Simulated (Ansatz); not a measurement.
# TaO3: the cost of one run

Method: DFT PBEsol, scalar-relativistic, plane waves, PAW, in Ansatz 0.2.0.

3 further runs of the same task are left out: 1 that didn't finish, 2 set aside as unsound or not needed. Runs told in other sessions of the task aren't counted.

### 1 The structure to begin with

It takes space group Pm-3m (No. 221, cubic). The conventional cell has a = 3.923 Å, b = 3.923 Å, c = 3.923 Å, α = 90.00°, β = 90.00°, γ = 90.00°. Around Ta (site symmetry m-3m) lie 6 O at 1.96 Å. Around O (site symmetry 4/mmm) lie 2 Ta at 1.96 Å.

Coordinates:

```xyz
4
Lattice="3.9232 0.0000 0.0000 0.0000 3.9232 0.0000 0.0000 0.0000 3.9232" Properties=species:S:1:pos:R:3 pbc="T T T"
Ta    1.9616    1.9616    1.9616
O     0.0000    1.9616    1.9616
O     1.9616    1.9616    0.0000
O     1.9616    0.0000    1.9616
```

It goes back to an entry of the Materials Project, which need not be the stable form.

It is the result of an earlier relaxation at this level (volume 15.10 Å³/atom; gap on the mesh: none (metal), site moments up to 0.2 μB).

### 2 The reference cell

Reference values: F = -11490.4023 eV; pressure 0.34 GPa; largest force 0.000 eV/Å; gap on the mesh none (metal). It was computed beforehand with the settings of the runs below.

### 3 Zone-centre phonons by finite displacements

input.yaml reads:

```yaml
crystal:
  lattice:
    - [3.9232468859, 0.0, 0.0]
    - [0.0, 3.9232468859, 0.0]
    - [0.0, 0.0, 3.9232468859]
  atoms:
    - { symbol: Ta, position: [0.5, 0.5, 0.5] }
    - { symbol: O, position: [0.0, 0.5, 0.5], spin: 0.2 }
    - { symbol: O, position: [0.5, 0.5, 0.0], spin: 0.2 }
    - { symbol: O, position: [0.5, 0.0, 0.5], spin: 0.2 }
basis:
  ecutwfc: 420
kpoints:
  mp_grid: { grid: [12, 12, 12] }
hamiltonian:
  xc: pbesol
scf:
  occupations: { method: gaussian, width: 0.15 }
output:
  eigenvalues: true
  populations: true
magnetization:
  spin_polarized: true
phonons:
  method: fd
  supercell: [1, 1, 1]
  amplitude: 0.02
  eigenvectors: true
  dielectric: false
```

Started as:

```sh
> ansatz run input.yaml --threads 2 --pin off --max-ram 5120MiB --backend cpu --events-out ev --progress --plain --runs-dir out
```

**Question.** How long does this run take on 2 threads of Arm Neoverse V2, shared host, and how much memory does it need?

About 85 s, with a peak of 1.3 GiB.
